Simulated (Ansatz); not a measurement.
Write a Python script for the Ansatz DFT code, driven from Python that makes a comparison of dispersion corrections of F2H5NOSi2, SMILES N[Si](F)(F)O[SiH3]. Level of theory (for the species named): BLYP, def2-SVP basis, multiplicity 1, D3BJ dispersion.

```csv
atom,x (Å),y (Å),z (Å)
N,-1.5061,-0.6936,1.5802
Si,-0.4164,-0.8315,0.3443
F,0.7230,-1.7680,0.8605
F,-1.0970,-1.4828,-0.8917
O,0.1396,0.6495,-0.0657
Si,1.3295,1.3043,-0.9942
H,-2.3126,-0.1483,1.1674
H,-1.8566,-1.5621,1.7793
H,1.1680,0.8353,-2.3469
H,1.2464,2.7700,-0.9484
H,2.6476,0.8702,-0.4642
```

The script, `f2h5nosi2_disp.py`:
```python
import ansatz

geometry_ang = [
    ("N", (-1.5061, -0.6936, 1.5802)),
    ("Si", (-0.4164, -0.8315, 0.3443)),
    ("F", (0.723, -1.768, 0.8605)),
    ("F", (-1.097, -1.4828, -0.8917)),
    ("O", (0.1396, 0.6495, -0.0657)),
    ("Si", (1.3295, 1.3043, -0.9942)),
    ("H", (-2.3126, -0.1483, 1.1674)),
    ("H", (-1.8566, -1.5621, 1.7793)),
    ("H", (1.168, 0.8353, -2.3469)),
    ("H", (1.2464, 2.77, -0.9484)),
    ("H", (2.6476, 0.8702, -0.4642)),
]
f2h5nosi2 = ansatz.Crystal.molecule()
for symbol, xyz in geometry_ang:
    f2h5nosi2 = f2h5nosi2.atom(symbol, xyz)

setup = f2h5nosi2.calculation().basis(gaussian="def2-SVP")
for name in ["blyp", "r2scan"]:
    for correction in ("d3bj", "d4"):
        r = setup.functional(name, dispersion=correction).run().report
        print(f"{name:8s} {correction:5s} total {r['free_energy_ev']:.5f} eV, of which dispersion {1000 * r['dispersion']['energy']['ev']:.2f} meV")
```

```console
$ python f2h5nosi2_disp.py
blyp     d3bj  total -24799.96369 eV, of which dispersion -504.35 meV
blyp     d4    total -24800.02622 eV, of which dispersion -566.88 meV
DeckWarning: the engine holds no damping parameters fitted to this dispersion correction and functional, so the run takes those fitted to r2scan beside the three-body term, which d3bj leaves out (hamiltonian.dispersion, under Limitations)
r2scan   d3bj  total -24796.06433 eV, of which dispersion -66.06 meV
r2scan   d4    total -24796.06206 eV, of which dispersion -63.80 meV
```
(Warnings from the package without file and line.)

Total energies depend on the basis set; only differences at equal settings carry meaning. The geometry is a force-field or estimated start, not a minimum of this method, and the basis set is short of its limit. D4 holds the three-body term, and d3bj doesn't. A dispersion term here runs with damping parameters fitted for another variant or functional. Run time: 23 s on 1 thread of Arm Neoverse V1 (shared host), peak memory 0.24 GiB.
